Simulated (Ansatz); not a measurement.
**Cl₃H₃SiSn: small, medium and large basis sets**

One table from this session's results is given with a row withheld; the runs are named, their logs left out.

Method: one geometry, several basis sets; program: Ansatz 0.2.0, Gaussian basis.

Levels to be run: PBE0-D4/def2-SVP; ωB97M-V/def2-SVP; PBE0-D4/def2-QZVPP; ωB97M-V/def2-QZVPP; the functionals' def2-TZVPP values are taken from earlier runs.

**Structure used throughout**

An earlier PBE0-D4 in a triple-zeta def2 set relaxation fixed the geometry. Sn takes the def2 core potential; no spin-orbit term is included.

SMILES `Cl[Si](Cl)(Cl)[SnH3]`, 8 atoms, charge 0, spin multiplicity 1.

Atoms are counted from 1 here; the program's logs count them from 0.

Bond lengths: Cl1–Si2 2.046 Å, Si2–Cl3 2.046 Å, Si2–Cl4 2.046 Å, Si2–Sn5 2.561 Å, Sn5–H6 1.702 Å, Sn5–H7 1.703 Å, Sn5–H8 1.702 Å. Angles: Cl1–Si2–Cl3 107.8°, Cl1–Si2–Cl4 107.8°, Cl1–Si2–Sn5 111.1°, Cl3–Si2–Cl4 107.8°, Cl3–Si2–Sn5 111.0°, Cl4–Si2–Sn5 111.1°, Si2–Sn5–H6 108.7°, Si2–Sn5–H7 108.7°, Si2–Sn5–H8 108.8°, H6–Sn5–H7 110.2°, H6–Sn5–H8 110.2°, H7–Sn5–H8 110.2°.

Coordinates:

```mol
Cl3H3SiSn
  3D, bonds by distance, orders not assigned

  8  7  0  0  0  0  0  0  0  0999 V2000
   -0.6713   -2.2507    1.3848 Cl  0  0
    0.5297   -1.0775    0.2153 Si  0  0
    2.3136   -0.8403    1.1892 Cl  0  0
    0.8953   -2.0923   -1.5234 Cl  0  0
   -0.5684    1.1880   -0.2550 Sn  0  0
   -0.8407    1.9819    1.2262 H   0  0
    0.4786    2.1091   -1.2318 H   0  0
   -2.0446    0.9246   -1.0611 H   0  0
  1  2  8  0
  2  3  8  0
  2  4  8  0
  2  5  8  0
  5  6  8  0
  5  7  8  0
  5  8  8  0
M  END
```

The first run:

File in.yaml:

```yaml
crystal:
  periodic: [false, false, false]
  atoms:
    - {symbol: Cl, position_ang: [-0.671264, -2.250651, 1.384780]}
    - {symbol: Si, position_ang: [0.529739, -1.077475, 0.215320]}
    - {symbol: Cl, position_ang: [2.313611, -0.840287, 1.189164]}
    - {symbol: Cl, position_ang: [0.895280, -2.092320, -1.523401]}
    - {symbol: Sn, position_ang: [-0.568367, 1.188026, -0.255018]}
    - {symbol: H, position_ang: [-0.840681, 1.981900, 1.226221]}
    - {symbol: H, position_ang: [0.478585, 2.109107, -1.231788]}
    - {symbol: H, position_ang: [-2.044603, 0.924600, -1.061077]}
basis:
  gaussian: {orbitals: def2-SVP}
hamiltonian: {xc: pbe0, dispersion: d4}
output: {orbitals: {seedname: orbitals}}
```

The run is started by

```
$ ansatz run in.yaml --threads 4 --pin off --events-out ev --progress --plain --max-ram 10444MiB
```

Among the steps run: PBE0-D4 in def2-SVP; ωB97M-V in def2-SVP; PBE0-D4 in def2-QZVPP; ωB97M-V in def2-QZVPP.

One table of the session follows, with a row left open; its other results are not shown here.

| functional | basis | HOMO (eV) |
| --- | --- | --- |
| PBE0-D4 | def2-SVP | -8.14 |
| PBE0-D4 | def2-TZVPP | -8.21 |
| PBE0-D4 | def2-QZVPP | -8.23 |
| ωB97M-V | def2-SVP | -10.06 |
| ωB97M-V | def2-TZVPP | ? |
| ωB97M-V | def2-QZVPP | -10.20 |

**Question.** Estimate the row for ωB97M-V, def2-TZVPP.

The run gave: HOMO (eV): -10.17. In the column «HOMO (eV)» it lies between ωB97M-V, def2-QZVPP (-10.20) and ωB97M-V, def2-SVP (-10.06).
